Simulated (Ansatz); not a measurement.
# C2H6AlCl (dimethylaluminum chloride) at BHLYP/cc-pVDZ

Aim: the energy change on altering one bond length of C2H6AlCl (dimethylaluminum chloride) at BHLYP/cc-pVDZ, from 2 runs. 

The results are computed with Ansatz 0.2.0.

56 further runs of the same task are left out: 56 set aside as unsound or not needed.

## Step 1: The molecule

C2H6AlCl has 10 atoms, charge 0, and is taken as a singlet. SMILES: `[CH3][Al]([CH3])[Cl]`. The shape is that of a PBE0-D4/def2-TZVP optimisation.

Bond lengths: C1–Al2 1.942 Å, Al2–C3 1.942 Å, Al2–Cl4 2.114 Å, C1–H5 1.092 Å, C1–H6 1.095 Å, C1–H7 1.095 Å, C3–H8 1.095 Å, C3–H9 1.093 Å, C3–H10 1.094 Å. Some angles: C1–Al2–C3 125.8°, C1–Al2–Cl4 117.8°, C3–Al2–Cl4 116.4°, Al2–C1–H5 112.5°, Al2–C1–H6 110.7°, Al2–C1–H7 110.7°, Al2–C3–H8 110.7°, Al2–C3–H9 112.6°, Al2–C3–H10 110.7°, H5–C1–H6 108.1°.

## Step 2: The energy at BHLYP/cc-pVDZ

molecule.yaml reads:

```yaml
basis:
  gaussian:
    orbitals: cc-pVDZ
crystal:
  periodic: [false, false, false]
  atoms:
    - {symbol: C, position_ang: [-0.517700, 1.358200, -0.989200]}
    - {symbol: Al, position_ang: [-0.252300, -0.446600, -0.322400]}
    - {symbol: C, position_ang: [0.742200, -0.932200, 1.273500]}
    - {symbol: Cl, position_ang: [-1.112300, -2.038200, -1.415400]}
    - {symbol: H, position_ang: [-1.121400, 1.383800, -1.898300]}
    - {symbol: H, position_ang: [-1.010200, 1.981400, -0.235400]}
    - {symbol: H, position_ang: [0.443800, 1.835600, -1.206000]}
    - {symbol: H, position_ang: [0.102400, -1.471200, 1.979300]}
    - {symbol: H, position_ang: [1.158700, -0.063300, 1.788800]}
    - {symbol: H, position_ang: [1.566900, -1.607500, 1.025200]}
hamiltonian:
  xc: {name: BHLYP}
accuracy: high
output: {orbitals: {seedname: orbitals}}
```

The run is started by

```console
$ ansatz run molecule.yaml --threads 1 --pin off --max-ram 3480MiB --events-out events.jsonl --progress --plain --runs-dir runs
```

Standard output:

```text
Warning: RAYON_NUM_THREADS=1 ignored (pool sized by the plan → 1); use --threads N
Functional definition: BHLYP
  name "BHLYP"
  parameter a = 0.5
  exchange = (1 - a)*b88_x + a*exact_x
  correlation = lyp_c
2223 factors; integrals over basis functions are off by at most 4.2e-9 eV
mean field evaluation 1: about -21286.4729 eV, gradient 5.0e1 eV
mean field evaluation 2: about -21288.3054 eV, gradient 4.0e1 eV
mean field evaluation 4: about -21292.3366 eV, gradient 8.6e-1 eV
mean field evaluation 8: about -21292.6520 eV, gradient 1.1e-1 eV
mean field evaluation 16: about -21292.6521 eV, gradient 6.5e-6 eV
mean field -21292.65213938 eV, -782.4905334441 hartree, gradient 1.9e-8 eV, S^2 0.000000; 0 other end points of the search recorded, 0 dependent functions left out
reference -21292.65216961 eV, -782.4905345552 hartree; 24, 24 occupied and 70, 70 virtual orbitals, 2223 factors
Total energy: -21292.65216961 eV, -782.4905345552 hartree
```

Wall time 14 s (1 thread of Arm Neoverse V1, shared host); peak memory 0.35 GiB.

## Step 3: The distorted shape, same level

job.yaml reads:

```yaml
crystal:
  periodic: [false, false, false]
  atoms:
    - {symbol: C, position_ang: [-0.259709, 1.835664, -0.661311]}
    - {symbol: Al, position_ang: [0.005691, 0.030864, 0.005489]}
    - {symbol: C, position_ang: [1.000191, -0.454736, 1.601389]}
    - {symbol: Cl, position_ang: [-1.112300, -2.038200, -1.415400]}
    - {symbol: H, position_ang: [-0.863409, 1.861264, -1.570411]}
    - {symbol: H, position_ang: [-0.752209, 2.458864, 0.092489]}
    - {symbol: H, position_ang: [0.701791, 2.313064, -0.878111]}
    - {symbol: H, position_ang: [0.360391, -0.993736, 2.307189]}
    - {symbol: H, position_ang: [1.416691, 0.414164, 2.116689]}
    - {symbol: H, position_ang: [1.824891, -1.130036, 1.353089]}
basis:
  gaussian: {orbitals: cc-pVDZ}
hamiltonian: {xc: {name: BHLYP}}
accuracy: high
output: {orbitals: {seedname: orbitals}}
```

The run is started by

```console
$ ansatz run job.yaml --threads 1 --pin off --max-ram 3480MiB --events-out events.jsonl --progress --plain --runs-dir runs
```

Standard output:

```text
Warning: RAYON_NUM_THREADS=1 ignored (pool sized by the plan → 1); use --threads N
Functional definition: BHLYP
  name "BHLYP"
  parameter a = 0.5
  exchange = (1 - a)*b88_x + a*exact_x
  correlation = lyp_c
2203 factors; integrals over basis functions are off by at most 8.2e-9 eV
mean field evaluation 1: about -21285.0039 eV, gradient 4.9e1 eV
mean field evaluation 2: about -21286.8227 eV, gradient 4.0e1 eV
mean field evaluation 4: about -21291.0659 eV, gradient 1.3e0 eV
mean field evaluation 8: about -21291.3602 eV, gradient 6.2e-2 eV
mean field evaluation 16: about -21291.3603 eV, gradient 2.4e-5 eV
mean field -21291.36029956 eV, -782.4430592065 hartree, gradient 5.8e-8 eV, S^2 0.000000; 0 other end points of the search recorded, 0 dependent functions left out
reference -21291.36033028 eV, -782.4430603354 hartree; 24, 24 occupied and 70, 70 virtual orbitals, 2203 factors
Total energy: -21291.36033028 eV, -782.4430603354 hartree
```

It took 14 s on 1 thread of Arm Neoverse V1, shared host; peak memory 0.34 GiB.

## Step 4: What came out

At BHLYP/cc-pVDZ:

| quantity | value |
| --- | --- |
| first shape: total energy | -782.49053 Eh |
| first shape: HOMO energy | -8.99 eV |
| first shape: LUMO energy | 0.20 eV |
| first shape: HOMO–LUMO gap | 9.18 eV |
| distorted shape: total energy | -782.44306 Eh |
| distorted shape: HOMO energy | -8.54 eV |
| distorted shape: LUMO energy | -0.64 eV |
| distorted shape: HOMO–LUMO gap | 7.90 eV |
| energy change with the Al2–Cl4 bond stretched from 2.114 to 2.748 Å | 1.292 eV |

In words: With the Al2–Cl4 bond stretched from 2.114 to 2.748 Å the energy rises by 1.29 eV (125 kJ/mol). The first shape isn't relaxed at this level, so the change isn't measured from a minimum.
